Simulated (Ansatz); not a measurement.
# C39H19F3OS8: the relaxed shape and its frontier levels

What does C39H19F3OS8 look like as a singlet, and where do its frontier electrons sit?

The runs use Ansatz 0.2.0, Gaussian basis; RKS PBE0-D4/def2-SVP.

Plan: relaxation at PBE-D4/def2-SVP; a single point at PBE0-D4/def2-SVP.

1 further run of the same task is left out (set aside as unsound or not needed). Runs told in other sessions of the task aren't counted.

## Step 1: Where the work starts

SMILES `COc1ccc(-c2cc3sc(-c4cc5sc(-c6cc7sc(-c8cc9sc(-c%10ccc(C(F)=C(F)F)cc%10)cc9s8)cc7s6)cc5s4)cc3s2)cc1`, 70 atoms, charge 0, spin multiplicity 1.

Atoms are counted from 1 here; the program's logs count them from 0.

Bond lengths: C1–O2 1.407 Å, C1–H52 1.095 Å, C1–H53 1.089 Å, C1–H54 1.095 Å, O2–C3 1.358 Å, C3–C4 1.398 Å, C3–C51 1.392 Å, C4–C5 1.373 Å, C4–H55 1.078 Å, C5–C6 1.400 Å, C5–H56 1.080 Å, C6–C7 1.445 Å, C6–C50 1.396 Å, C7–C8 1.373 Å, C7–S49 1.759 Å, C8–C9 1.400 Å, C8–H57 1.074 Å, C9–S10 1.729 Å and more. Angles: O2–C1–H52 111.5°, O2–C1–H53 105.6°, O2–C1–H54 111.6°, H52–C1–H53 109.4°, H52–C1–H54 109.4°, H53–C1–H54 109.2°, C1–O2–C3 118.8°, O2–C3–C4 115.9°, O2–C3–C51 125.2°, C4–C3–C51 118.9°, C3–C4–C5 120.5°, C3–C4–H55 118.4°, C5–C4–H55 121.1°, C4–C5–C6 121.2°, C4–C5–H56 119.5°, C6–C5–H56 119.2°, C5–C6–C7 120.6°, C5–C6–C50 117.8° and more.

The start is a GFN2-xTB geometry.

## Step 2: Relaxation at PBE-D4/def2-SVP

in.yaml

```yaml
crystal:
  periodic: [false, false, false]
  atoms:
    - {symbol: C, position_ang: [-17.696850, -0.004680, -0.519890]}
    - {symbol: O, position_ang: [-16.881170, 0.269130, 0.593810]}
    - {symbol: C, position_ang: [-15.532410, 0.238040, 0.439190]}
    - {symbol: C, position_ang: [-14.780450, 0.529650, 1.580600]}
    - {symbol: C, position_ang: [-13.408110, 0.523690, 1.531760]}
    - {symbol: C, position_ang: [-12.725000, 0.229030, 0.345980]}
    - {symbol: C, position_ang: [-11.280590, 0.228200, 0.309140]}
    - {symbol: C, position_ang: [-10.452210, 0.060720, -0.773150]}
    - {symbol: C, position_ang: [-9.099130, 0.130700, -0.419100]}
    - {symbol: S, position_ang: [-7.607310, 0.004880, -1.283710]}
    - {symbol: C, position_ang: [-6.702360, 0.247580, 0.203860]}
    - {symbol: C, position_ang: [-5.282210, 0.231180, 0.177180]}
    - {symbol: C, position_ang: [-4.462750, 0.053780, -0.913480]}
    - {symbol: C, position_ang: [-3.112480, 0.068550, -0.553010]}
    - {symbol: S, position_ang: [-1.622540, -0.111360, -1.409290]}
    - {symbol: C, position_ang: [-0.717240, 0.065570, 0.087850]}
    - {symbol: C, position_ang: [0.701860, 0.012530, 0.066100]}
    - {symbol: C, position_ang: [1.518780, -0.193400, -1.021820]}
    - {symbol: C, position_ang: [2.870130, -0.154680, -0.667390]}
    - {symbol: S, position_ang: [4.359120, -0.318400, -1.528890]}
    - {symbol: C, position_ang: [5.268860, -0.060240, -0.047090]}
    - {symbol: C, position_ang: [6.689800, -0.061050, -0.068180]}
    - {symbol: C, position_ang: [7.519910, -0.303000, -1.137250]}
    - {symbol: C, position_ang: [8.868080, -0.212070, -0.774770]}
    - {symbol: S, position_ang: [10.367250, -0.418630, -1.600640]}
    - {symbol: C, position_ang: [11.264120, -0.070450, -0.129020]}
    - {symbol: C, position_ang: [12.705790, -0.108120, -0.143500]}
    - {symbol: C, position_ang: [13.388640, -0.701530, -1.210860]}
    - {symbol: C, position_ang: [14.761750, -0.783450, -1.227530]}
    - {symbol: C, position_ang: [15.510240, -0.265890, -0.166140]}
    - {symbol: C, position_ang: [16.961070, -0.349910, -0.115510]}
    - {symbol: F, position_ang: [17.547000, 0.260810, 0.940300]}
    - {symbol: C, position_ang: [17.808000, -0.955620, -0.954920]}
    - {symbol: F, position_ang: [17.471240, -1.622890, -2.051270]}
    - {symbol: F, position_ang: [19.124740, -0.974400, -0.795580]}
    - {symbol: C, position_ang: [14.834560, 0.353380, 0.890790]}
    - {symbol: C, position_ang: [13.460730, 0.431020, 0.904020]}
    - {symbol: C, position_ang: [10.428790, 0.188260, 0.930570]}
    - {symbol: C, position_ang: [9.080190, 0.103330, 0.567760]}
    - {symbol: S, position_ang: [7.579660, 0.288040, 1.406580]}
    - {symbol: C, position_ang: [4.450640, 0.134600, 1.041500]}
    - {symbol: C, position_ang: [3.099540, 0.079350, 0.690190]}
    - {symbol: S, position_ang: [1.610590, 0.246300, 1.552040]}
    - {symbol: C, position_ang: [-1.537900, 0.255340, 1.175920]}
    - {symbol: C, position_ang: [-2.886840, 0.256300, 0.812100]}
    - {symbol: S, position_ang: [-4.377430, 0.425970, 1.671050]}
    - {symbol: C, position_ang: [-7.523070, 0.418990, 1.293870]}
    - {symbol: C, position_ang: [-8.874350, 0.352170, 0.938870]}
    - {symbol: S, position_ang: [-10.369590, 0.474030, 1.793210]}
    - {symbol: C, position_ang: [-13.485840, -0.060740, -0.788260]}
    - {symbol: C, position_ang: [-14.866570, -0.058580, -0.747130]}
    - {symbol: H, position_ang: [-17.531600, 0.717340, -1.326600]}
    - {symbol: H, position_ang: [-18.721250, 0.082560, -0.161010]}
    - {symbol: H, position_ang: [-17.532970, -1.018520, -0.899770]}
    - {symbol: H, position_ang: [-15.304710, 0.757870, 2.494980]}
    - {symbol: H, position_ang: [-12.842950, 0.750520, 2.423700]}
    - {symbol: H, position_ang: [-10.793590, -0.099330, -1.778540]}
    - {symbol: H, position_ang: [-4.831880, -0.082170, -1.913300]}
    - {symbol: H, position_ang: [1.144820, -0.356270, -2.015970]}
    - {symbol: H, position_ang: [7.160150, -0.531700, -2.123660]}
    - {symbol: H, position_ang: [12.822240, -1.117180, -2.031440]}
    - {symbol: H, position_ang: [15.245260, -1.255070, -2.065780]}
    - {symbol: H, position_ang: [15.400730, 0.772290, 1.708250]}
    - {symbol: H, position_ang: [12.966560, 0.919430, 1.729130]}
    - {symbol: H, position_ang: [10.765380, 0.404080, 1.927360]}
    - {symbol: H, position_ang: [4.823460, 0.309620, 2.034090]}
    - {symbol: H, position_ang: [-1.172820, 0.382670, 2.178720]}
    - {symbol: H, position_ang: [-7.152140, 0.582250, 2.289440]}
    - {symbol: H, position_ang: [-12.996180, -0.299200, -1.719670]}
    - {symbol: H, position_ang: [-15.415200, -0.291210, -1.646750]}
basis:
  gaussian: {orbitals: def2-SVP, fitting: {mean_field: def2-universal-jkfit}}
hamiltonian: {xc: pbe, dispersion: d4}
scf: {lower_state_search: "off"}
output: {orbitals: {seedname: orbitals}}
relax: {f_tol: 0.03, max_steps: 70}
```

Run with:

```
> ansatz run in.yaml --threads 5 --pin off --events-out ev --progress --plain --max-ram 66560MiB --backend cuda --devices 0, --max-vram 37GiB
```

The runs that follow: Single point, PBE0-D4/def2-SVP.

**Question.** What will the summary of the whole plan be? Wanted: point group; commonest bond, hydrogen aside; HOMO, LUMO at PBE0-D4/def2-SVP; dipole at PBE-D4/def2-SVP.

As calculated:

```
                      quantity                           value
                   point group                              C1
commonest bond, hydrogen aside  C–C, 39 of mean length 1.413 Å
HOMO, LUMO at PBE0-D4/def2-SVP                 -5.13, -2.54 eV
     dipole at PBE-D4/def2-SVP                          4.93 D
```

What this shows: The molecule keeps its bonding pattern by the stored test; the atoms moved 0.16 Å (rms). No usable vibrations, so a minimum isn't proven. The point group is read from a loosely relaxed geometry; soft torsions can leave it below the true symmetry.
